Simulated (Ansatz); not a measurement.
# AsH2+ (singlet): from Hartree-Fock to the top rungs at scale of all distances = 1.109, cc-pVDZ

Aim: climb from Hartree-Fock through coupled cluster and multireference methods for AsH2+ (singlet) at one geometry and basis, and see what each rung misses.

Computed with Ansatz 0.2.0, Gaussian basis. Level: cc-pVDZ, core rule «outside noble gas», up to 14 orbitals frozen.

To be run: UHF; CCSD(T) on RHF; CCSD(T) on UHF; BCCD(T) on RHF; CISD; CCSDT(Q) on RHF; CCSDT(Q) on UHF; CISDTQ; CCSDTQ on RHF; CASSCF and MRCISD+Q, 2 electrons in 2 orbitals; CASSCF and NEVPT2, 2 electrons in 2 orbitals; CASSCF and MRCISD+Q, 6 electrons in 6 orbitals; CASSCF and NEVPT4(SD), 6 electrons in 6 orbitals; CASSCF and NEVPT2, 6 electrons in 6 orbitals; Full CI.

15 further runs of the same task are left out: 8 that didn't finish, 7 set aside as unsound or not needed.

## 1. What is computed

The geometry derives from a PBE0/def2-TZVP stationary point (not a proven minimum). All distances are scaled together. No spin-orbit coupling is included. The filled d shell of As may be among the frozen orbitals whatever the setting's name suggests; the logs give the count.

3 atoms, charge 1, spin multiplicity 1.

Atoms are counted from 1 here; the program's logs count them from 0.

Bond lengths: As1–H2 1.697 Å, As1–H3 1.697 Å. Angles: H2–As1–H3 91.0°.

Geometry (Å):

```
As    0.00000   -0.03117    0.00000
H     0.00000    1.15845   -1.20981
H     0.00000    1.15845    1.20981
```

## 2. UHF

Input file in.yaml:

```yaml
crystal:
  periodic: [false, false, false]
  atoms:
    - {symbol: As, position_ang: [0.000000, -0.031170, 0.000000]}
    - {symbol: H, position_ang: [0.000000, 1.158453, -1.209807]}
    - {symbol: H, position_ang: [0.000000, 1.158450, 1.209810]}
basis:
  gaussian: {orbitals: cc-pVDZ}
total_charge: 1
magnetization: {spin_polarized: true, initial_magnetization: 0}
hamiltonian: {xc: hf}
output: {orbitals: {seedname: orbitals}}
```

Launch:

```sh
$ ansatz run in.yaml --threads 1 --pin off --events-out ev --progress --plain --max-ram 2393MiB
```

After this run come: CCSD(T) on RHF; CCSD(T) on UHF; BCCD(T) on RHF; CISD; CCSDT(Q) on RHF; CCSDT(Q) on UHF; CISDTQ; CCSDTQ on RHF; CASSCF and MRCISD+Q, 2 electrons in 2 orbitals; CASSCF and NEVPT2, 2 electrons in 2 orbitals; CASSCF and MRCISD+Q, 6 electrons in 6 orbitals; CASSCF and NEVPT4(SD), 6 electrons in 6 orbitals; CASSCF and NEVPT2, 6 electrons in 6 orbitals; Full CI.

**Question.** What will the summary of the whole plan be? Wanted: FCI below the RHF energy; RMP2 from FCI; RCCSD from FCI; RCCSD(T) from FCI; RCCSDT(Q) from FCI; NEVPT2 pair from FCI; MRCISD+Q pair from FCI; NEVPT2 valence from FCI; T1 diagnostic.

As calculated:

```
                         quantity                                                                                   value
         FCI below the RHF energy                                                                              -3.3792 eV
                    RMP2 from FCI                                                                              +881.3 meV
                   RCCSD from FCI                                                                               +88.8 meV
                RCCSD(T) from FCI                                                                               +20.1 meV
               RCCSDT(Q) from FCI                                                                                +0.8 meV
             NEVPT2 pair from FCI                                                                              +759.9 meV
           MRCISD+Q pair from FCI                                                                               -41.0 meV
          NEVPT2 valence from FCI                                                                              +457.1 meV
levels within 1 kcal/mol (43 meV)  RCCSD(T), BCCD(T), RCCSDT, CISDTQ, RCCSDT(Q), RCCSDTQ, MRCISD+Q pair, MRCISD+Q valence
                    T1 diagnostic                                                                                   0.014
   effectively unpaired electrons                                                                                    0.09
```

In words: RCCSD(T) misses by +20.1 meV, 0.6 % of the correlation energy. MRCISD+Q pair falls below full CI: the +Q correction isn't variational, and the cores differ from full CI's. One determinant dominates. Of the multireference levels listed MRCISD+Q valence comes nearest in total energy (+3.5 meV), which doesn't show that its space is the better one. These misses are within one basis, not against nature.
